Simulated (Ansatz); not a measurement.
# ClFH₄Si (built from SMILES F[SiH2]Cl.[H][H]): a reaction path by the nudged elastic band

What path joins these two structures, and how high does it climb? Both ends were relaxed at PBE0-D4 in triple zeta.

Method: PBE0-D4/def2-SVP; program: Ansatz 0.2.0, Gaussian basis.

22 further runs of the same task are left out: 22 set aside as unsound or not needed.

## Step 1: The system as given

The first end: 7 atoms, charge 0, spin multiplicity 1.

Atoms are counted from 1 here; the program's logs count them from 0.

Bond lengths: Si1–F2 1.591 Å, Si1–H3 1.475 Å, Si1–H4 1.475 Å, Si1–Cl5 2.035 Å, H6–H7 0.747 Å. Angles: F2–Si1–H3 108.3°, F2–Si1–H4 108.2°, F2–Si1–Cl5 108.7°, H3–Si1–H4 113.7°, H3–Si1–Cl5 108.9°, H4–Si1–Cl5 108.9°.

As a file:

```xyz
7
charge 0, multiplicity 1
Si   -0.9236   -0.5214    0.0684
F    -0.0082    0.1957    1.1536
H    -0.3971   -0.1955   -1.2703
H    -0.9413   -1.9667    0.3626
Cl   -2.8178    0.2067    0.2267
H     2.3109    1.1092    0.0194
H     2.7770    1.1720   -0.5605
```

The second end:

```xyz
7
ClFH4Si
Si   -0.1884   -0.4145   -0.8739
F     1.0680    0.6348    2.2063
H    -0.9267   -0.6707   -2.1298
H    -0.1063   -1.6321   -0.0411
Cl   -1.2796    1.0016    0.1826
H     0.2854    0.9246    1.7989
H     1.1476    0.1562   -1.1429
```

## Step 2: The band at PBE0-D4/def2-SVP

Input file neb/in.yaml:

```yaml
crystal:
  periodic: [false, false, false]
  atoms:
    - {symbol: Si, position_ang: [-0.923649, -0.521362, 0.068388]}
    - {symbol: F, position_ang: [-0.008206, 0.195693, 1.153636]}
    - {symbol: H, position_ang: [-0.397142, -0.195487, -1.270266]}
    - {symbol: H, position_ang: [-0.941318, -1.966740, 0.362581]}
    - {symbol: Cl, position_ang: [-2.817768, 0.206661, 0.226715]}
    - {symbol: H, position_ang: [2.310940, 1.109238, 0.019420]}
    - {symbol: H, position_ang: [2.777044, 1.171998, -0.560474]}
basis:
  gaussian: {orbitals: def2-SVP}
hamiltonian: {xc: pbe0, dispersion: d4}
neb:
  images: 5
  climbing: true
  max_iterations: 40
  initial_path: idpp
  final_atoms:
    - {symbol: Si, position_ang: [-0.188384, -0.414456, -0.873940]}
    - {symbol: F, position_ang: [1.067999, 0.634764, 2.206268]}
    - {symbol: H, position_ang: [-0.926727, -0.670651, -2.129825]}
    - {symbol: H, position_ang: [-0.106346, -1.632083, -0.041109]}
    - {symbol: Cl, position_ang: [-1.279633, 1.001638, 0.182565]}
    - {symbol: H, position_ang: [0.285382, 0.924599, 1.798927]}
    - {symbol: H, position_ang: [1.147610, 0.156187, -1.142884]}
```

Run with:

```sh
$ ansatz run in.yaml --threads 2 --pin off --events-out ev --progress --plain --max-ram 4352MiB
```

The log of the run, shortened:

```text
Functional definition: PBE0
  name "PBE0"
  cite "Adamo & Barone, J. Chem. Phys. 110, 6158 (1999) doi:10.1063/1.478522"
  cite "Perdew, Burke & Ernzerhof, Phys. Rev. Lett. 77, 3865 (1996) doi:10.1103/PhysRevLett.77.3865"
  parent pbe
[...]
698 factors; integrals over basis functions are off by at most 5.6e-4 eV
[...]
mean field -23165.43857051 eV, -851.3141653680 hartree, gradient 2.2e-5 eV, S^2 0.000000; 0 other end points of the search recorded, 0 dependent functions left out
[...]
reference -23165.43859408 eV, -851.3141662340 hartree; 22, 22 occupied and 48, 48 virtual orbitals, 698 factors
[... from here to the last solve, the lines of the solves are left out (124 solves) ...]
WARN: NEB end point (image 0): max|allowed force component| = 7.028e-1 eV/Å (the criterion of neb.relax_end_points is 1.000e-2). That is over neb.f_tol: it is no minimum, so the barrier can be far off. Relax it first
WARN: NEB end point (image 6): max|allowed force component| = 2.170e-1 eV/Å (the criterion of neb.relax_end_points is 1.000e-2). That is over neb.f_tol: it is no minimum, so the barrier can be far off. Relax it first
NEB iter   1: max|band force component| = 5.129e0 eV/Å  barrier→ = 8.4503 eV  barrier← = 7.5738 eV  Δτ_max = 0.2000 Å  (175 SCF iters)
[...]
NEB iter   5: max|band force component| = 3.538e0 eV/Å  barrier→ = 4.3392 eV  barrier← = 3.4626 eV  Δτ_max = 0.1022 Å  (133 SCF iters)
[...]
NEB iter   9: max|band force component| = 1.765e0 eV/Å  barrier→ = 2.5429 eV  barrier← = 1.6663 eV  Δτ_max = 0.1023 Å  (120 SCF iters)
[...]
NEB iter  13: max|band force component| = 1.837e-1 eV/Å  barrier→ = 2.2830 eV  barrier← = 1.4064 eV  CI = image 3  Δτ_max = 0.0610 Å  (113 SCF iters)
[...]
NEB iter  15: max|band force component| = 7.177e-2 eV/Å  barrier→ = 2.2794 eV  barrier← = 1.4028 eV  CI = image 3  Δτ_max = 0.0691 Å  (114 SCF iters)
[...]
NEB iter  16: max|band force component| = 4.528e-2 eV/Å  barrier→ = 2.2789 eV  barrier← = 1.4024 eV  CI = image 3  CI's point: of a kind that is not told: the force calls were inconclusive, a negative curvature could not be distinguished from the path's own, the only one lies far off the [...]
WARN: NEB end point (image 0): the path dips 0.021209 eV below it before the top, so the barrier from the dip is that much higher. The path crosses a lower well, or the end point is a saddle point, which neb.relax_end_points tests for
Total energy: -23163.24612939 eV, -851.2335946430 hartree
Atom 0 at    -0.242426    -0.205704    -0.293220 Å, force     0.001660     0.022854    -0.027207 eV/Å
Atom 1 at     0.204659     0.568254     1.433653 Å, force    -0.022857    -0.004941     0.049564 eV/Å
Atom 2 at    -0.141808     0.033911    -1.761180 Å, force    -0.000529    -0.009207     0.004866 eV/Å
Atom 3 at    -0.106190    -1.630896     0.074901 Å, force     0.003560    -0.006944     0.009044 eV/Å
Atom 4 at    -2.194636     0.454265     0.005210 Å, force     0.003884     0.000344    -0.003677 eV/Å
Atom 5 at     1.095202     0.521008     0.759766 Å, force     0.023188    -0.001943    -0.032808 eV/Å
Atom 6 at     1.385100     0.259163    -0.219131 Å, force    -0.008906    -0.000163     0.000218 eV/Å
Dipole moment:     0.396382    -0.085751    -0.106944 e Å
```

Wall time 1.9 min (2 threads of Arm Neoverse V1, shared host).

The last band:

```
image  path (Å)  energy (eV)  Si1–H7 (Å)  F2–H6 (Å)  Si1–F2 (Å)  H6–H7 (Å)
    0      0.00        0.000        4.12       2.74        1.59       0.75
    1      1.22       -0.021        3.65       2.69        1.62       0.76
    2      2.44        0.242        2.53       1.96        1.63       0.76
    3      3.66        2.279        1.69       1.12        1.94       1.05
    4      4.68        1.199        1.51       0.93        2.73       1.53
    5      5.69        0.961        1.49       0.92        3.02       2.25
    6      6.70        0.877        1.48       0.93        3.49       3.16
```

The highest image, 3:

```
Si   -0.2424   -0.2057   -0.2932
F     0.2047    0.5683    1.4337
H    -0.1418    0.0339   -1.7612
H    -0.1062   -1.6309    0.0749
Cl   -2.1946    0.4543    0.0052
H     1.0952    0.5210    0.7598
H     1.3851    0.2592   -0.2191
```

## Step 3: Results

```
                                                                       quantity                                           value
                                                PBE0-D4/def2-SVP, 16 iterations  highest 2.279 eV (image 3), last end +0.877 eV
from earlier runs: barrier over the separately found saddle, CCSD(T)/def2-TZVPP                                        2.767 eV
```

In words: The highest image lies 2.279 eV above the first end, and it climbed, so it estimates the saddle. The ends are not quite minima at this level (largest force component 0.70 eV/Å), so the heights are unreliable: relaxing the first end would lower it and raise the barrier above it. The highest image is 0.488 eV below the CCSD(T) barrier in triple zeta, which comes from separate runs on the saddle.
